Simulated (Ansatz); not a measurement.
# CH₄BBrO₂: one species, many methods

One table from this session's results is given with a row withheld; the runs are named, their logs left out.

Computed with Ansatz 0.2.0, Gaussian basis. Level: functionals in def2-TZVPP, the program's frozen cores in correlated methods.

Levels to be run: PBE-D4, r2SCAN-D4, PBE0-D4, B3LYP-D4, ωB97X-V, ωB97M-V, B2PLYP; CCSD(T)/def2-TZVPP; MP2/def2-QZVPP; extrapolation to the limit.

## The geometry

The geometry comes from an earlier relaxation with PBE0-D4 in a triple-zeta def2 set; it is a stationary point, not always the lowest conformer.

SMILES `COB(O)Br`, 9 atoms, charge 0, spin multiplicity 1.

Atoms are counted from 1 here; the program's logs count them from 0.

Bond lengths: C1–O2 1.415 Å, C1–H6 1.089 Å, C1–H7 1.092 Å, C1–H8 1.092 Å, O2–B3 1.347 Å, B3–O4 1.351 Å, B3–Br5 1.936 Å, O4–H9 0.963 Å. Angles: O2–C1–H6 107.2°, O2–C1–H7 110.9°, O2–C1–H8 110.9°, H6–C1–H7 109.5°, H6–C1–H8 109.5°, H7–C1–H8 108.9°, C1–O2–B3 124.5°, O2–B3–O4 120.8°, O2–B3–Br5 122.1°, O4–B3–Br5 117.0°, B3–O4–H9 111.7°.

Set-up of the first run:

Input file in.yaml:

```yaml
crystal:
  periodic: [false, false, false]
  atoms:
    - {symbol: C, position_ang: [0.679470, -1.111605, 0.430493]}
    - {symbol: O, position_ang: [-0.422084, -0.399430, -0.100620]}
    - {symbol: B, position_ang: [-0.439715, 0.931157, -0.311164]}
    - {symbol: O, position_ang: [-1.533279, 1.536548, -0.822519]}
    - {symbol: Br, position_ang: [1.079146, 2.058806, 0.098462]}
    - {symbol: H, position_ang: [0.390336, -2.160599, 0.480691]}
    - {symbol: H, position_ang: [0.928357, -0.754503, 1.431836]}
    - {symbol: H, position_ang: [1.557220, -1.006447, -0.210317]}
    - {symbol: H, position_ang: [-2.239451, 0.906074, -0.996851]}
basis:
  gaussian: {orbitals: def2-TZVPP}
hamiltonian: {xc: pbe, dispersion: d4}
output: {forces: true, orbitals: {seedname: orbitals}}
```

Command:

```
ansatz run in.yaml --threads 2 --pin off --events-out ev --progress --plain --max-ram 32768MiB --backend cpu
```

Among the steps run: PBE-D4 (GGA); r2SCAN-D4 (meta-GGA); PBE0-D4 (hybrid); B3LYP-D4 (hybrid); ωB97X-V (range-separated); ωB97M-V (range-separated); B2PLYP (double hybrid); CCSD(T) in def2-TZVPP; MP2 in def2-QZVPP.

One table of the session follows, with a row left open; its other results are not shown here.

| method | atomisation energy (eV) |
| --- | --- |
| PBE-D4 | 38.475 |
| r2SCAN-D4 | 37.801 |
| PBE0-D4 | 37.612 |
| B3LYP-D4 | 37.434 |
| ωB97X-V | 37.511 |
| ωB97M-V | 37.644 |
| B2PLYP | 37.184 |
| HF/def2-TZVPP | 27.366 |
| MP2/def2-TZVPP | 37.709 |
| CCSD/def2-TZVPP | 35.970 |
| CCSD(T)/def2-TZVPP | 36.586 |
| MP2/CBS | 38.713 |
| CCSD(T)/CBS | ? |

Q: Estimate the row for CCSD(T)/CBS from the others.

As computed: atomisation energy (eV): 37.589. In the column «atomisation energy (eV)» it lies between ωB97X-V (37.511) and PBE0-D4 (37.612).

To keep in mind: Free atoms (1 C, 2 O, 1 B, 1 Br, 4 H) were run apart at each level; the atomisation energy is their sum less the molecule, without zero-point or spin-orbit terms.
